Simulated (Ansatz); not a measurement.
# CH5FGeSe: the cost of one run

Computed with Ansatz 0.2.0, Gaussian basis. Level: the settings change from run to run.

### 1 The relaxed structure

The structure was relaxed beforehand with PBE0-D4 in a triple-zeta def2 set.

SMILES `[CH3][GeH]([F])[SeH]`, 9 atoms, charge 0, spin multiplicity 1.

Atoms are counted from 1 here; the program's logs count them from 0.

Bond lengths: C1–Ge2 1.935 Å, C1–H5 1.090 Å, C1–H6 1.090 Å, C1–H7 1.091 Å, Ge2–F3 1.746 Å, Ge2–Se4 2.341 Å, Ge2–H8 1.535 Å, Se4–H9 1.469 Å. Angles: Ge2–C1–H5 110.1°, Ge2–C1–H6 109.5°, Ge2–C1–H7 109.4°, H5–C1–H6 109.2°, H5–C1–H7 109.5°, H6–C1–H7 109.0°, C1–Ge2–F3 105.5°, C1–Ge2–Se4 113.1°, C1–Ge2–H8 116.4°, F3–Ge2–Se4 108.8°, F3–Ge2–H8 105.5°, Se4–Ge2–H8 107.0°, Ge2–Se4–H9 92.4°.

### 2 B2GP-PLYP/def2-SVPD

Set apart from the defaults: finite nuclei, high accuracy.

Contents of in.yaml:

```yaml
crystal:
  periodic: [false, false, false]
  atoms:
    - {symbol: C, position_ang: [0.026442, 0.624333, -1.057753]}
    - {symbol: Ge, position_ang: [0.372631, -0.728714, 0.281272]}
    - {symbol: F, position_ang: [1.905238, -0.294190, 0.997040]}
    - {symbol: Se, position_ang: [-1.254155, -0.796588, 1.962841]}
    - {symbol: H, position_ang: [-0.911182, 0.411406, -1.571680]}
    - {symbol: H, position_ang: [-0.039811, 1.601857, -0.579592]}
    - {symbol: H, position_ang: [0.843612, 0.636632, -1.780079]}
    - {symbol: H, position_ang: [0.551032, -2.165480, -0.229985]}
    - {symbol: H, position_ang: [-1.405307, 0.664544, 1.960837]}
basis:
  gaussian: {orbitals: def2-SVPD, nuclear_model: gaussian}
hamiltonian: {xc: {name: B2GP-PLYP}}
accuracy: high
```

The run is started by

```bash
> ansatz run in.yaml --threads 4 --pin off --events-out ev --progress --plain --max-ram 10444MiB
```

What time and memory should one allow on 4 threads of Arm Neoverse V1, shared host?

About 14 s, with a peak of 0.92 GiB.
